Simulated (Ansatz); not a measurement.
# C₉H₈O₂S: one species, many methods

How much do the methods differ for C₉H₈O₂S? The plan is to run it at one geometry with functionals of several rungs and with coupled cluster, and see how far each lands from CCSD(T) at the basis-set limit for the atomisation energy.

Program: Ansatz 0.2.0, Gaussian basis. Level of theory: functionals in def2-TZVPP, the program's frozen cores in correlated methods. These are calculated values, not measurements.

Levels to be run: LDA (SPW92), PBE-D4, revPBE-D4, BLYP-D4, r2SCAN-D4, B97M-V, PBE0-D4, B3LYP-D4, r2SCANh-D4, r2SCAN0-D4, HSE06-D4, BHLYP-D4, CAM-B3LYP-D4, LC-ωPBE, ωB97X-V, ωB97M-V, B2PLYP, PBE-QIDH; CCSD(T)/def2-SVP; CCSD(T)/def2-TZVPP; MP2/def2-QZVPP; extrapolation to the limit; RPA on PBE.

## 1. Structure used throughout

All runs share one geometry, relaxed beforehand with PBE0-D4 in a triple-zeta def2 set.

SMILES `C#CCS(=O)(=O)c1ccccc1`, 20 atoms, charge 0, spin multiplicity 1.

Atoms are counted from 1 here; the program's logs count them from 0.

Bond lengths: C1–C2 1.199 Å, C1–H13 1.064 Å, C2–C3 1.441 Å, C3–S4 1.808 Å, C3–H14 1.092 Å, C3–H15 1.095 Å, S4–O5 1.434 Å, S4–O6 1.437 Å, S4–C7 1.762 Å, C7–C8 1.387 Å, C7–C12 1.387 Å, C8–C9 1.385 Å, C8–H16 1.083 Å, C9–C10 1.388 Å, C9–H17 1.083 Å, C10–C11 1.388 Å, C10–H18 1.084 Å, C11–C12 1.385 Å and more. Angles: C2–C1–H13 179.7°, C1–C2–C3 179.2°, C2–C3–S4 113.8°, C2–C3–H14 112.3°, C2–C3–H15 112.1°, S4–C3–H14 106.4°, S4–C3–H15 103.2°, H14–C3–H15 108.5°, C3–S4–O5 107.9°, C3–S4–O6 105.3°, C3–S4–C7 103.8°, O5–S4–O6 121.1°, O5–S4–C7 108.7°, O6–S4–C7 108.8°, S4–C7–C8 119.1°, S4–C7–C12 119.2°, C8–C7–C12 121.7°, C7–C8–C9 118.9° and more.

## 2. LDA

This LDA is Slater exchange with PW92 correlation.

in.yaml reads:

```yaml
crystal:
  periodic: [false, false, false]
  atoms:
    - {symbol: C, position_ang: [2.737445, -0.934806, -1.494118]}
    - {symbol: C, position_ang: [1.601258, -0.882330, -1.872946]}
    - {symbol: C, position_ang: [0.230248, -0.812861, -2.309565]}
    - {symbol: S, position_ang: [-0.660488, 0.631253, -1.685497]}
    - {symbol: O, position_ang: [0.078027, 1.800945, -2.062604]}
    - {symbol: O, position_ang: [-2.021981, 0.446572, -2.104827]}
    - {symbol: C, position_ang: [-0.577480, 0.451515, 0.065012]}
    - {symbol: C, position_ang: [-1.559005, -0.282112, 0.715733]}
    - {symbol: C, position_ang: [-1.483424, -0.430739, 2.090621]}
    - {symbol: C, position_ang: [-0.437581, 0.150591, 2.794332]}
    - {symbol: C, position_ang: [0.533576, 0.888043, 2.131712]}
    - {symbol: C, position_ang: [0.469187, 1.043361, 0.756819]}
    - {symbol: H, position_ang: [3.748227, -0.980566, -1.163756]}
    - {symbol: H, position_ang: [-0.346703, -1.687937, -2.002291]}
    - {symbol: H, position_ang: [0.148386, -0.706142, -3.395908]}
    - {symbol: H, position_ang: [-2.377335, -0.706296, 0.146818]}
    - {symbol: H, position_ang: [-2.246193, -0.993844, 2.615048]}
    - {symbol: H, position_ang: [-0.383659, 0.034276, 3.870711]}
    - {symbol: H, position_ang: [1.341707, 1.347438, 2.688299]}
    - {symbol: H, position_ang: [1.205797, 1.623656, 0.216387]}
basis:
  gaussian: {orbitals: def2-TZVPP}
hamiltonian: {xc: lda}
output: {orbitals: {seedname: orbitals}}
```

Command:

```
ansatz run in.yaml --threads 4 --pin off --events-out ev --progress --plain --max-ram 41984MiB --backend cuda --devices 0, --max-vram 37GiB
```

Further steps of the session: PBE-D4 (GGA); revPBE-D4 (GGA); BLYP-D4 (GGA); r2SCAN-D4 (meta-GGA); B97M-V (meta-GGA); B3LYP-D4 (hybrid); r2SCANh-D4 (hybrid); r2SCAN0-D4 (hybrid); HSE06-D4 (hybrid); BHLYP-D4 (hybrid); CAM-B3LYP-D4 (range-separated); LC-ωPBE (range-separated); ωB97X-V (range-separated); ωB97M-V (range-separated); B2PLYP (double hybrid); PBE-QIDH (double hybrid); CCSD(T) in def2-SVP; CCSD(T) in def2-TZVPP; MP2 in def2-QZVPP; RPA on PBE orbitals.

**Question.** What will the summary of the whole plan be? Wanted: atomisation energy, CCSD(T)/CBS; farthest beyond LDA; mean size of error, GGA; mean size of error, meta-GGA; mean size of error, hybrid; mean size of error, range-separated; mean size of error, double hybrid; gap, smallest and largest; T1 diagnostic.

As calculated:

| quantity | value |
| --- | --- |
| atomisation energy, CCSD(T)/CBS | 2198.7 kcal/mol |
| functionals within 11.0 kcal/mol (0.5 %) | B3LYP-D4, r2SCANh-D4, CAM-B3LYP-D4, LC-ωPBE, ωB97X-V, ωB97M-V |
| farthest beyond LDA | PBE-D4 (+101.6 kcal/mol) |
| mean size of error, GGA | 51.6 kcal/mol |
| mean size of error, meta-GGA | 21.2 kcal/mol |
| mean size of error, hybrid | 33.4 kcal/mol |
| mean size of error, range-separated | 7.1 kcal/mol |
| mean size of error, double hybrid | 13.6 kcal/mol |
| gap, smallest and largest | 4.36 eV (LDA (SPW92)), 11.11 eV (LC-ωPBE) |
| T1 diagnostic | 0.0140 |
| triples share of the correlation energy | 5.0 % |

What this shows: The LDA atomisation energy is off by 394.1 kcal/mol (18 %): it overbinds. PBE-D4 misses by +101.6 kcal/mol. Double hybrids carry the basis error of their MP2 part in triple zeta, and no dispersion term here, so their miss is partly the set-up's. By mean error the best rung here is range-separated (7.1 kcal/mol) and the worst beyond LDA is GGA (51.6 kcal/mol). The reference freezes the cores and leaves out relativity and excitations past (T), so misses under about 11.0 kcal/mol can't be ranked. Hartree-Fock recovers 70 % of the binding; the rest is correlation. CCSD(T) in def2-SVP is off by -136.6 kcal/mol, worse than the median functional, from the basis alone. Orbital gaps span 4.4 to 11.1 eV; exact exchange widens them. The restricted reference is unstable towards a spin-broken one.
